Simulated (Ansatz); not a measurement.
# TaAl3: relaxation and properties

The task here is to estimate one member of a computed series from the others.

Program: Ansatz 0.2.0. Level of theory: DFT r2SCAN, scalar-relativistic, plane waves, PAW. These are calculated values, not measurements.

## The system as given

Symmetry: I4/mmm, No. 139, tetragonal system. The conventional cell has a = 3.841 Å, b = 3.841 Å, c = 8.540 Å, α = 90.00°, β = 90.00°, γ = 90.00°. Ta (site symmetry 4/mmm) is surrounded by 12 Al at 2.72 to 2.87 Å. Around Al (site symmetry 4/mmm) lie 4 Ta at 2.72 Å and 8 Al at 2.87 Å. Around Al (site symmetry -4m2) lie 8 Al at 2.72 to 2.87 Å and 4 Ta at 2.87 Å.

As a file:

```cif
data_structure
_symmetry_space_group_name_H-M 'P 1'
_symmetry_Int_Tables_number 1
_cell_length_a 5.0607
_cell_length_b 5.0607
_cell_length_c 5.0607
_cell_angle_alpha 135.393
_cell_angle_beta 135.393
_cell_angle_gamma 64.920
_cell_volume 63.00
loop_
_atom_site_label
_atom_site_type_symbol
_atom_site_fract_x
_atom_site_fract_y
_atom_site_fract_z
_atom_site_occupancy
Ta1 Ta 0.50000 0.50000 0.00000 1
Al1 Al 0.00000 0.00000 0.00000 1
Al2 Al 0.75000 0.25000 0.50000 1
Al3 Al 0.25000 0.75000 0.50000 1
```

The structure comes from the Crystallography Open Database.

Set-up of the first run:

(A quick probe on a coarse mesh, which set the mesh and smearing, is not shown.)

input.yaml

```yaml
crystal:
  lattice:
    - [-1.9206, 1.9206, 4.2701]
    - [1.9206, -1.9206, 4.2701]
    - [1.9206, 1.9206, -4.2701]
  atoms:
    - { symbol: Ta, position: [0.5, 0.5, 0.0] }
    - { symbol: Al, position: [0.0, 0.0, 0.0] }
    - { symbol: Al, position: [0.75, 0.25, 0.5] }
    - { symbol: Al, position: [0.25, 0.75, 0.5] }
basis:
  ecutwfc: 500
kpoints:
  mp_grid: { grid: [16, 16, 16] }
hamiltonian:
  xc: r2scan
scf:
  occupations: { method: gaussian, width: 0.1 }
output:
  forces: true
  stress: true
  eigenvalues: true
  write_density: true
  write_potential: true
  elf: true
  volumetric_format: npy
relax:
  adjacent_minimum: "off"
  f_tol: 0.005
  max_steps: 80
  cell: { stress_tol: 0.05 }
```

Run with:

```bash
$ ansatz run input.yaml --threads 2 --pin off --max-ram 5120MiB --backend cpu --events-out ev --progress --plain --runs-dir out
```

Steps of the session up to this table: Relaxing cell and atoms; Static run: bands, density of states and charges; Volume × 0.97; Volume × 1.03; Volume × 0.94; The cell scaled to 1.06 of its volume.

One table of the session follows, with a row left open; its other results are not shown here.

It belongs to the step «Energy against volume». 

| volume (Å³/atom) | energy above the lowest point (meV/atom) | pressure (GPa) |
| --- | --- | --- |
| 14.704 | 27.6 | 9.96 |
| 15.173 | ? | ? |
| 15.643 | 0.0 | -0.03 |
| 16.112 | 6.1 | -4.00 |
| 16.581 | 22.9 | -7.42 |

**Question.** Estimate the row for volume (Å³/atom) = 15.173.

Worked estimate for «energy above the lowest point (meV/atom)». A straight line through the neighbours (14.704, 27.6) and (15.643, 0.0) gives 27.6 + (0.0 − 27.6) × (15.173 − 14.704) / (15.643 − 14.704) = 13.8; a parabola fitted to 3 rows on both sides gives 7.2.

The run gave: energy above the lowest point (meV/atom): 6.5; pressure (GPa): 4.59. In «energy above the lowest point (meV/atom)» the line misses by +7.3 and the parabola by +0.7.

Caveats from the session: The start is a reported cell, which holds thermal expansion that this zero-temperature run lacks.
